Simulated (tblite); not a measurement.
# C5H8O2Si2: the cost of one run

The runs use tblite 0.8.0 and PySCF 2.14.0, with density-fitted response routines of our own; the level of theory stands in each step. All values are computed, except where a source is named. Atoms count from 0, in the outputs and in this text.

## (1) The molecule as given

17 atoms, charge 0, multiplicity 1; geometry from: force field or distance geometry start.

Bonds of the start (Å): C0–C1 1.22, C1–C2 1.45, C2–Si3 1.85, Si3–O4 1.71, O4–Si5 1.72, Si5–O6 1.70, C2–C7 1.51, C7–C8 1.35, C8–C2 1.48, C0–H9 1.07, Si3–H10 1.49, Si3–H11 1.47, Si5–H12 1.49, Si5–H13 1.46, O6–H14 0.99, C7–H15 1.08, C8–H16 1.09.

## (2) Optimising the geometry with GFN2-xTB

The job: settings as JSON, then the geometry in Å.

```
{"job": {"kind": "relax", "xc": "GFN2-xTB", "basis": "xTB"}, "charge": 0, "multiplicity": 1}
C     -2.881000    -0.348300     2.014600
C     -2.292800    -0.230100     0.956000
C     -1.571500    -0.122200    -0.301800
Si     0.208000    -0.636500    -0.281100
O      1.124500     0.773800    -0.566700
Si     2.818400     0.465800    -0.583200
O      3.246700    -0.520400     0.730500
C     -1.927800     1.046000    -1.181600
C     -2.326600    -0.185500    -1.576900
H     -3.428000    -0.441100     2.930100
H      0.549300    -1.244900     1.034500
H      0.464400    -1.608200    -1.354200
H      3.479000     1.786800    -0.357900
H      3.298900    -0.030700    -1.868200
H      3.966300    -0.131900     1.291000
H     -1.861700     2.116900    -1.299500
H     -2.873000    -0.677600    -2.387300
```

Launch:

```bash
> OMP_NUM_THREADS=1 python probes_run.py task.json out
```

This one command runs all jobs of the session in turn.

**Question.** How long does this first job take on 1 thread of Arm Neoverse N1, shared host?

About 3.6 s.
